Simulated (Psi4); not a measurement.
# PBE/cc-pVTZ (density fitting with def2-universal-jkfit, sweep point 9) run of C2H4GaN (SMILES N=C=[CH][GaH2])

Aim: the vertical ionisation energy of C2H4GaN at PBE/cc-pVTZ (density fitting with def2-universal-jkfit, sweep point 9), from 2 runs. 

The results are computed with Psi4 1.11.

8 further runs of the same task are left out: 8 that didn't finish.

**1. The structure to begin with**

C2H4GaN: 8 atoms, total charge 0, spin state singlet. SMILES: `N=C=[CH][GaH2]`. Geometry: relaxed at PBE0-D4/def2-TZVP.

Bond lengths: N1–C2 1.214 Å, C2–C3 1.309 Å, C3–Ga4 1.931 Å, N1–H5 1.014 Å, C3–H6 1.084 Å, Ga4–H7 1.565 Å, Ga4–H8 1.565 Å. Angles: N1–C2–C3 173.8°, C2–C3–Ga4 119.1°, C2–N1–H5 119.2°, C2–C3–H6 118.2°, Ga4–C3–H6 122.7°, C3–Ga4–H7 118.3°, C3–Ga4–H8 118.1°, H7–Ga4–H8 123.7°.

**2. A single-point energy at PBE/cc-pVTZ (density fitting with def2-universal-jkfit, sweep point 9)**

The input, calc.dat:

```
memory 1600 mb

molecule {
  N      0.336900     2.061700    -0.854600
  C      0.365600     1.114900    -0.096000
  C      0.472300     0.025700     0.622800
  Ga    -0.381300    -1.593600     0.007200
  H     -0.411400     2.740600    -0.770200
  H      1.040500     0.073900     1.545200
  H     -0.231900    -2.886400     0.876300
  H     -1.190600    -1.536800    -1.330700
  symmetry c1
}

set {
  puream true
  scf_type df
  dft_radial_points 99
  dft_spherical_points 590
  df_basis_scf def2-universal-jkfit
}

E, wfn = energy('pbe/cc-pVTZ', return_wfn=True)
print_variables()
```

Run with:

```sh
psi4 -i calc.dat -o calc.out -n 1
```

calc.out (excerpt; [...] marks lines left out):

```text
[...]
  Running in c1 symmetry.
[...]
  Nuclear repulsion =  206.759086002099480
[...]
  Multiplicity = 1
[...]
  Nalpha       = 27
  Nbeta        = 27
[...]
    Number of basis functions: 189
[...]
   @DF-RKS iter   1: -2055.99065742990979   -1.62373e+00   1.22200e-02 ADIIS/DIIS
[...]
   @DF-RKS iter  13: -2057.79175174489819   -3.06936e-08   2.38648e-07 DIIS
[...]
    Orbital Energies [Eh]
    ---------------------
    Doubly Occupied:
       1A   -370.946571     2A    -45.345845     3A    -40.190794
       4A    -40.186384     5A    -40.186363     6A    -14.004057
       7A     -9.956895     8A     -9.887048     9A     -5.270080
      10A     -3.602529    11A     -3.590523    12A     -3.590066
      13A     -0.861383    14A     -0.738925    15A     -0.731637
      16A     -0.730880    17A     -0.730387    18A     -0.727048
      19A     -0.675788    20A     -0.521599    21A     -0.432756
      22A     -0.415660    23A     -0.347802    24A     -0.334267
      25A     -0.266228    26A     -0.263063    27A     -0.220179
[...]
  @DF-RKS Final Energy: -2057.79175174489819
   => Energetics <=
    Nuclear Repulsion Energy =            206.7590860020994796
    One-Electron Energy =               -3273.7250972122983512
    Two-Electron Energy =                1102.9155695644433308
    DFT Exchange-Correlation Energy =     -93.7413100991425523
    Empirical Dispersion Energy =           0.0000000000000000
    VV10 Nonlocal Energy =                  0.0000000000000000
    Total Energy =                      -2057.7917517448981926
[...]
 Multipole Moments:
 ------------------------------------------------------------------------------------
     Multipole            Electronic (a.u.)      Nuclear  (a.u.)        Total (a.u.)
 ------------------------------------------------------------------------------------
 L = 1.  Multiply by 2.5417464519 to convert [e a0] to [Debye]
 Dipole X            :         -1.7288833            1.4401175           -0.2887658
 Dipole Y            :         -6.8053358            7.1772559            0.3719200
 Dipole Z            :          0.1975819            0.1342795            0.3318613
 Magnitude           :                                                    0.5760574
[...]
```

It took 69 s on 1 thread of Intel Xeon Platinum 8259CL at 2.50GHz (Skylake/Cascade Lake), shared host; peak memory 1.7 GiB.

**3. The doublet cation, same level**

The input, c2h4gan.inp:

```
memory 1.6 GB

molecule mol {
  1 2
  N      0.336900     2.061700    -0.854600
  C      0.365600     1.114900    -0.096000
  C      0.472300     0.025700     0.622800
  Ga    -0.381300    -1.593600     0.007200
  H     -0.411400     2.740600    -0.770200
  H      1.040500     0.073900     1.545200
  H     -0.231900    -2.886400     0.876300
  H     -1.190600    -1.536800    -1.330700
  symmetry c1
}

set basis cc-pVTZ
set reference uks
set puream true
set scf_type df
set dft_radial_points 99
set dft_spherical_points 590
set maxiter 100
set df_basis_scf def2-universal-jkfit

energy("pbe")
```

Run with:

```sh
psi4 -n 1 c2h4gan.inp c2h4gan.out
```

c2h4gan.out (excerpt; [...] marks lines left out):

```text
[...]
  Running in c1 symmetry.
[...]
  Nuclear repulsion =  206.759086002099480
[...]
  Multiplicity = 2
[...]
  Nalpha       = 27
  Nbeta        = 26
[...]
    Number of basis functions: 189
[...]
   @DF-UKS iter   1: -2055.87923533502271   -1.51231e+00   1.17666e-02 DIIS/ADIIS
[...]
   @DF-UKS iter  19: -2057.45608175934103   -6.52917e-08   1.39423e-07 DIIS
[...]
   @S^2 Observed:                7.561935386E-01
[...]
    Orbital Energies [Eh]
    ---------------------
    Alpha Occupied:
       1A   -371.156163     2A    -45.555210     3A    -40.400336
       4A    -40.396070     5A    -40.395300     6A    -14.274594
       7A    -10.215414     8A    -10.166202     9A     -5.479837
      10A     -3.812724    11A     -3.801341    12A     -3.798262
      13A     -1.114253    14A     -0.965643    15A     -0.943447
      16A     -0.942887    17A     -0.939580    18A     -0.936570
      19A     -0.927698    20A     -0.767135    21A     -0.683703
      22A     -0.644700    23A     -0.610972    24A     -0.561913
      25A     -0.495323    26A     -0.492781    27A     -0.455363
    Alpha Virtual:
[...]
  @DF-UKS Final Energy: -2057.45608175934103
   => Energetics <=
    Nuclear Repulsion Energy =            206.7590860020994796
    One-Electron Energy =               -3261.4997432115587799
    Two-Electron Energy =                1090.7345161391435795
    DFT Exchange-Correlation Energy =     -93.4499406890252544
    Empirical Dispersion Energy =           0.0000000000000000
    VV10 Nonlocal Energy =                  0.0000000000000000
    Total Energy =                      -2057.4560817593410320
[...]
 Multipole Moments:
 ------------------------------------------------------------------------------------
     Multipole            Electronic (a.u.)      Nuclear  (a.u.)        Total (a.u.)
 ------------------------------------------------------------------------------------
 L = 1.  Multiply by 2.5417464519 to convert [e a0] to [Debye]
 Dipole X            :         -1.2591233            1.4401175            0.1809942
 Dipole Y            :         -5.3705244            7.1772559            1.8067315
 Dipole Z            :          0.2052184            0.1342795            0.3394978
 Magnitude           :                                                    1.8472402
[...]
```

Wall time 2.3 min (1 thread of Intel Xeon Platinum 8259CL at 2.50GHz (Skylake/Cascade Lake), shared host); peak memory 1.7 GiB.

**4. What came out**

Level: PBE/cc-pVTZ (density fitting with def2-universal-jkfit, sweep point 9).

```
                                          quantity           value
                     singlet C2H4GaN: total energy  -2057.79175 Eh
                    singlet C2H4GaN: dipole moment          1.46 D
                      singlet C2H4GaN: HOMO energy        -5.99 eV
                      singlet C2H4GaN: LUMO energy        -2.26 eV
                    singlet C2H4GaN: HOMO–LUMO gap         3.73 eV
                      doublet cation: total energy  -2057.45608 Eh
doublet cation: HOMO energy (highest over α and β)       -12.27 eV
 doublet cation: LUMO energy (lowest over α and β)       -12.20 eV
                              doublet cation: ⟨S²⟩           0.756
vertical ionisation energy (to the doublet cation)        9.134 eV
```

Removing an electron at fixed nuclei costs 9.13 eV (211 kcal/mol). The negative HOMO energy of the first species, 5.99 eV, lies 3.14 eV below that difference.
